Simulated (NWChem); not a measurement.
## Plane-wave run on NaI (space group Fm-3m)

```
CELL_PARAMETERS angstrom
      0.00000     3.21866     3.21866
      3.21866     0.00000     3.21866
      3.21866     3.21866     0.00000
ATOMIC_POSITIONS crystal
  Na 0.00000 0.00000 0.00000
  I  0.50000 0.50000 0.50000
```

Program: NWChem. Origin of the cell: Materials Project cell, not relaxed here.

Norm-conserving pseudopotentials with valence charges Na 1, I 7, fixed occupations, no spin-orbit coupling, density cut at twice the wavefunction cutoff.

The filled d shells of I are in the core.

The program generates the PBEsol runs' potentials with LDA.

Level: PBEsol, default library, cutoff 30 Ha, density from a 4×4×4 mesh. Bands run along Γ–X–U|K–Γ–L–W–X with k in units of the cell's reciprocal vectors.

Q: What gap does the band structure show, and how wide is the group of occupied bands?

A: It shows a direct gap along this path of 3.43 eV at Γ. The 4 occupied bands reach 11.2 eV below the valence-band top.
